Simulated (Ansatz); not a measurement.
# C (Diamond): the cost of one run

Computed with Ansatz 0.2.0 (DFT PBE, scalar-relativistic, plane waves, PAW, unless a step's input says otherwise).

8 further runs of the same task are left out: 8 set aside as unsound or not needed.

## (1) Starting point

The structure is cubic, space group Fd-3m (No. 227). Conventional cell: a = 3.620 Å, b = 3.620 Å, c = 3.620 Å, α = 90.00°, β = 90.00°, γ = 90.00°. C (site symmetry -43m) is surrounded by 4 C at 1.57 Å.

Structure file:

```
C
1.0
     0.00000    1.80992    1.80992
     1.80992    0.00000    1.80992
     1.80992    1.80992    0.00000
C
2
Direct
  0.00000 0.00000 0.00000
  0.25000 0.25000 0.25000
```

This cell was relaxed beforehand with the same method: volume 5.93 Å³/atom, gap on the mesh 4.16 eV.

## (2) Zone-centre modes

File input.yaml:

```yaml
crystal:
  lattice:
    - [0.0, 1.8099218738, 1.8099218738]
    - [1.8099218738, 0.0, 1.8099218738]
    - [1.8099218738, 1.8099218738, 0.0]
  atoms:
    - { symbol: C, position: [0.0, 0.0, 0.0] }
    - { symbol: C, position: [0.25, 0.25, 0.25] }
basis:
  ecutwfc: 240.0
kpoints:
  mp_grid: { grid: [12, 12, 12] }
hamiltonian:
  xc: pbe
scf:
  occupations: { method: fixed }
output:
  eigenvalues: true
phonons:
  method: dfpt
  dielectric: true
  rigid_motions: translations
  eigenvectors: true
```

Launch:

```bash
$ ansatz run input.yaml --threads 1 --pin off --max-ram 2560MiB --backend cpu --events-out ev --progress --plain --runs-dir out
```

What time and memory should one allow on 1 thread of Intel Xeon Platinum 8259CL at 2.50GHz (Skylake/Cascade Lake), shared host?

About 24 s, with a peak of 0.56 GiB.
